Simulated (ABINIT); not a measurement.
Input of an ABINIT 10.8.3 (patched build) run:

Contents of run.abi:

```
# Pseudopotentials
pp_dirpath "./"
pseudos "Ba.GGA_PBE-ansatz_soft_1.xml, V.GGA_PBE-ansatz_soft_1.xml, Tl.GGA_PBE-ansatz_soft_1.xml, O.GGA_PBE-ansatz_soft_1.xml"

# Structure
acell 6.6529344292 8.8402953325 9.8922098426 Angstrom
rprim
     0.9999677692     0.0074343135     0.0030317449
     0.3235977863     0.9461946333     0.0004343746
     0.2712022938     0.2496267305     0.9295890551
ntypat 4
znucl 56 23 81 8
natom 22
typat 1 1 2 2 2 3 3 3 3 3 4 4 4 4 4 4 4 4 4 4 4 4
xred
     0.8041900000     0.0466500000     0.0226400000
     0.2120500000     0.9515700000     0.3401200000
     0.7454000000     0.7079600000     0.3358200000
     0.2596300000     0.2659900000     0.0322500000
     0.0407400000     0.0769500000     0.6610600000
     0.2563600000     0.3984700000     0.3500300000
     0.5896600000     0.3486600000     0.6055300000
     0.5732700000     0.8806900000     0.6684200000
     0.7455200000     0.4966400000     0.1164800000
     0.1189100000     0.6420600000     0.7430300000
     0.2843300000     0.0971700000     0.5417500000
     0.8535000000     0.4957500000     0.3438600000
     0.4025500000     0.2044800000     0.1728200000
     0.8841400000     0.0537700000     0.5596700000
     0.1401700000     0.4795600000     0.9889900000
     0.5462700000     0.7363100000     0.4871200000
     0.9059400000     0.2427900000     0.7326200000
     0.6154300000     0.8005800000     0.1885700000
     0.0553800000     0.1645100000     0.1016400000
     0.0820900000     0.9040400000     0.8070800000
     0.4417800000     0.2012300000     0.8918700000
     0.9426900000     0.8041700000     0.3086200000
chkprim 0
chksymtnons 0
tolsym 1.0e-6

# Plane-wave basis
ecut 16.0
pawecutdg 32.0
pawxcdev 0
pawovlp -1

# k points
kptopt 1
ngkpt 2 2 2
nshiftk 1
shiftk 0.0 0.0 0.0

# Exchange and correlation
ixc 11

# Bands and occupations
nband 120
occopt 3
tsmear 0.05 eV

# Spin
nsppol 2
spinat
     0.0000000000     0.0000000000     0.0000000000
     0.0000000000     0.0000000000     0.0000000000
     0.0000000000     0.0000000000     5.0000000000
     0.0000000000     0.0000000000     5.0000000000
     0.0000000000     0.0000000000     5.0000000000
     0.0000000000     0.0000000000     0.0000000000
     0.0000000000     0.0000000000     0.0000000000
     0.0000000000     0.0000000000     0.0000000000
     0.0000000000     0.0000000000     0.0000000000
     0.0000000000     0.0000000000     0.0000000000
     0.0000000000     0.0000000000     0.0000000000
     0.0000000000     0.0000000000     0.0000000000
     0.0000000000     0.0000000000     0.0000000000
     0.0000000000     0.0000000000     0.0000000000
     0.0000000000     0.0000000000     0.0000000000
     0.0000000000     0.0000000000     0.0000000000
     0.0000000000     0.0000000000     0.0000000000
     0.0000000000     0.0000000000     0.0000000000
     0.0000000000     0.0000000000     0.0000000000
     0.0000000000     0.0000000000     0.0000000000
     0.0000000000     0.0000000000     0.0000000000
     0.0000000000     0.0000000000     0.0000000000

# SCF cycle
nstep 100
tolvrs 1.0e-9

# Output
iomode 3
prtwf 0
prtden 0
prteig 0
prtebands 0
enunit 1
```

Potentials or basis: Ansatz PAW PBE generated set soft_1, frozen core.

Command:

```bash
$ mpirun --bind-to none -np 4 abinit run.abi > log 2>&1
```

Problem. What does it give for the pressure?

Solution. -0.1 GPa.

Problem. Predict the largest force.

Solution. 0.024 eV/Å.

Problem. Estimate the net moment.

Solution. 0.00 μB per cell.

Forces in eV/Å, atoms in the order of the input:
```
Ba  -0.001 -0.001  0.009
Ba  -0.002  0.000  0.000
V    0.009  0.022  0.002
V   -0.005 -0.006  0.007
V   -0.009  0.003  0.005
Tl   0.001  0.005 -0.001
Tl  -0.003  0.000 -0.009
Tl   0.002  0.000 -0.003
Tl  -0.006  0.000  0.005
Tl   0.000 -0.001 -0.004
O   -0.005 -0.004 -0.001
O    0.007 -0.011  0.001
O    0.001 -0.003 -0.011
O    0.009  0.002 -0.001
O    0.003  0.000 -0.001
O    0.004 -0.003  0.000
O    0.003 -0.009 -0.004
O    0.002  0.002 -0.001
O    0.002  0.001 -0.006
O    0.001  0.003  0.002
O   -0.004  0.005  0.009
O   -0.008 -0.005  0.000
```

Caveat: the k mesh is coarse (spacing up to 0.51 Å⁻¹), so the values aren't converged; the atomic spheres overlap.
